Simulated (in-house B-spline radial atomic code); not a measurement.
# Ir⁹⁺: density, ELF and screening along the radius

Aim: the shell structure of Ir⁹⁺ in the radial density, the electron localisation function and the screened nuclear charge, under several settings.

Program: in-house B-spline radial atomic code version 1. Level of theory: several methods, spin-polarised, as named in each step; spherical all-electron atom at the radial basis limit. These are calculated values, not measurements, unless marked.

## 1. The atom as given

```
element       : iridium (Z = 77)
charge        : +9
electrons     : 68
configuration : [Xe] 4f14
nucleus       : point (non-relativistic runs) or finite (X2C runs)
```

Outer shells as boxes (Hund's rule):

[Xe] 4f14
```
[Xe] core
4f [↑↓][↑↓][↑↓][↑↓][↑↓][↑↓][↑↓]
```

Where spins are not typed, each open shell is filled with up spins first.

## 2. AM05, X2C, [Xe] 4f14

Settings of the run:

```ini
Z = 77
electrons = 68.0
configuration = [Xe] 4f14
hamiltonian = x2c
method = am05
spin_polarised = True
nucleus = fermi
rms_radius = 5.4032
mass_number = 193
atomic_mass = 192.962923753
speed_of_light = 137.035999084
```

Started as:

```console
> python run_scf.py task.json out
```

The settings of every run stand in task.json; they run in order.

## 3. B3LYP, X2C, [Xe] 4f14

Settings: those of step 2 with these lines changed.

```diff
@@ -4,3 +4,3 @@
 hamiltonian = x2c
-method = am05
+method = b3lyp
 spin_polarised = True
```

## 4. PBE, X2C, [Xe] 4f13 6p1

Settings: those of step 3 with these lines changed.

```diff
@@ -2,5 +2,5 @@
 electrons = 68.0
-configuration = [Xe] 4f14
+configuration = [Xe] 4f13 6p1
 hamiltonian = x2c
-method = b3lyp
+method = pbe,pbe
 spin_polarised = True
```

## 5. LDA (VWN5), X2C, [Kr] 4d10 4f14 5s2 5p5 6d1

Settings: those of step 4 with these lines changed.

```diff
@@ -2,5 +2,5 @@
 electrons = 68.0
-configuration = [Xe] 4f13 6p1
+configuration = [Kr] 4d10 4f14 5s2 5p5 6d1
 hamiltonian = x2c
-method = pbe,pbe
+method = lda,vwn
 spin_polarised = True
```

## 6. r2SCAN, non-rel., [Kr] 4d9 4f14 5s2 5p6 6d1

Settings of the run:

```ini
Z = 77
electrons = 68.0
configuration = [Kr] 4d9 4f14 5s2 5p6 6d1
hamiltonian = nr
method = r2scan
spin_polarised = True
```

Q: How large is the system in each run, where do the shell borders lie, and what is the highest level?

The runs gave:

| run | total energy (hartree) | highest level (eV) | radius holding 50 / 90 / 99 % (bohr) | radius at n = 0.001 (bohr) | ELF minima on the full grid (bohr) |
| --- | --- | --- | --- | --- | --- |
| AM05, X2C, [Xe] 4f14 | -17799.0960 | -187.77 | 0.332 / 0.891 / 1.52 | 2.32 | 0.023, 0.095, 0.26, 0.72 |
| B3LYP, X2C, [Xe] 4f14 | -17809.8816 | -189.96 | 0.332 / 0.891 / 1.52 | 2.33 | 0.023, 0.095, 0.26, 0.73 |
| PBE, X2C, [Xe] 4f13 6p1 | -17805.1845 | -94.333 | 0.333 / 0.919 / 1.93 | 3.14 | 0.025, 0.092, 0.27, 0.81, 1.9 |
| LDA (VWN5), X2C, [Kr] 4d10 4f14 5s2 5p5 6d1 | -17793.9674 | -73.639 | 0.332 / 0.899 / 2.21 | 3.55 | 0.027, 0.10, 0.25, 0.74, 1.8 |
| r2SCAN, non-rel., [Kr] 4d9 4f14 5s2 5p6 6d1 | -16776.0336 | -73.530 | 0.338 / 0.946 / 2.21 | 3.55 | 0.027, 0.10, 0.31, 0.75, 1.8 |

What this shows: In the first run ELF has 4 minima on the grid, which mark the borders between shells. On the record's full grid the screened charge (r times the electrostatic potential) falls from 76.8 near the nucleus to 9.00 at 3.7 bohr; far out it tends to the net charge, 9. The radius that holds 99 % of the electrons runs from 1.52 bohr (AM05, X2C, [Xe] 4f14) to 2.21 bohr (r2SCAN, non-rel., [Kr] 4d9 4f14 5s2 5p6 6d1). The grid is coarse (about 22 % a step), so the places of minima are rough. For X2C runs ELF uses the non-relativistic kinetic energy density, and the fields carry no picture-change correction.
